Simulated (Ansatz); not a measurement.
# CHBrSi: the cost of one run

Program: Ansatz 0.2.0. Level of theory: UKS B3LYP/def2-SVP. These are calculated values, not measurements.

### Step 1. The starting structure

Bond lengths: Si1–C2 1.722 Å, C2–Br3 1.963 Å, Si1–H4 1.458 Å. Angles: Si1–C2–Br3 117.9°, C2–Si1–H4 174.9°.

Coordinates:

```xyz
4

Si   -0.6049    0.2871   -0.4923
C     0.3845   -0.9972    0.0894
Br    1.7190   -0.5764    1.4666
H    -1.4987    1.2866   -1.0637
```

### Step 2. End point A

Input file input.yaml:

```yaml
crystal:
  periodic: [false, false, false]
  atoms:
    - { symbol: Si, position_ang: [-0.60487, 0.28705, -0.49227] }
    - { symbol: C, position_ang: [0.38454, -0.99724, 0.08938] }
    - { symbol: Br, position_ang: [1.71905, -0.57641, 1.46663] }
    - { symbol: H, position_ang: [-1.49872, 1.2866, -1.06373] }
magnetization:
  spin_polarized: true
basis:
  gaussian: { orbitals: def2-SVP }
hamiltonian:
  xc: b3lyp
relax:
  f_tol: 0.02
  max_steps: 50
```

Launch:

```bash
$ ansatz run input.yaml --threads 2 --pin off --max-ram 3072MiB --backend cpu --events-out ev --progress --plain --runs-dir out
```

**Question.** How long does this run take on 2 threads of Arm Neoverse V1, shared host, and how much memory does it need?

About 25 s, with a peak of 0.2 GiB.
